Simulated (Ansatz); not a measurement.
# SrCl2: the cost of one run

Program: Ansatz 0.2.0. Level of theory: DFT r²SCAN, frozen-core PAW, scalar-relativistic unless said. These are calculated values, not measurements.

### Step 1. The structure to begin with

The structure is cubic, space group Fm-3m (No. 225). The conventional cell has a = 6.977 Å, b = 6.977 Å, c = 6.977 Å, α = 90.00°, β = 90.00°, γ = 90.00°. Sr (site symmetry m-3m) has 8 Cl at 3.02 Å as nearest neighbours. Cl (site symmetry -43m) is surrounded by 4 Sr at 3.02 Å.

Coordinates:

```
CELL_PARAMETERS angstrom
3.48835 3.48835 0.00000
-3.48835 3.48835 0.00000
0.00000 3.48835 3.48835
ATOMIC_POSITIONS crystal
Sr 0.00000 0.00000 0.00000
Cl 0.25000 0.75000 0.50000
Cl 0.75000 0.25000 0.50000
```

Cartesian axes are those of the input's lattice vectors. The structure goes back to a database entry.

### Step 2. Cell and atoms relaxed, PAW

Input file input.yaml:

```yaml
crystal:
  lattice:
    - [3.48835, 3.48835, 0.0]
    - [-3.48835, 3.48835, 0.0]
    - [0.0, 3.48835, 3.48835]
  atoms:
    - { symbol: Sr, position: [0.0, 0.0, 0.0] }
    - { symbol: Cl, position: [0.25, 0.75, 0.5] }
    - { symbol: Cl, position: [0.75, 0.25, 0.5] }
kpoints:
  mp_grid: { grid: [10, 10, 10] }
scf:
  occupations: { method: fermi_dirac, width: 0.1 }
hamiltonian:
  xc: r2scan
  pseudopotentials: { kind: paw }
relax:
  f_tol: 0.002
  max_steps: 80
  cell: {}
output:
  forces: true
  stress: true
  write_density: true
  write_potential: true
  elf: true
  volumetric_format: npy
```

On the command line:

```bash
ansatz run input.yaml --threads 1 --pin off --max-ram 3072MiB --backend cpu --events-out ev --progress --plain --runs-dir out
```

Q: Estimate wall time and peak memory on 1 thread of Intel Xeon Platinum 8375C at 2.90GHz (Ice Lake), shared host.

About 21 s, with a peak of 0.72 GiB.
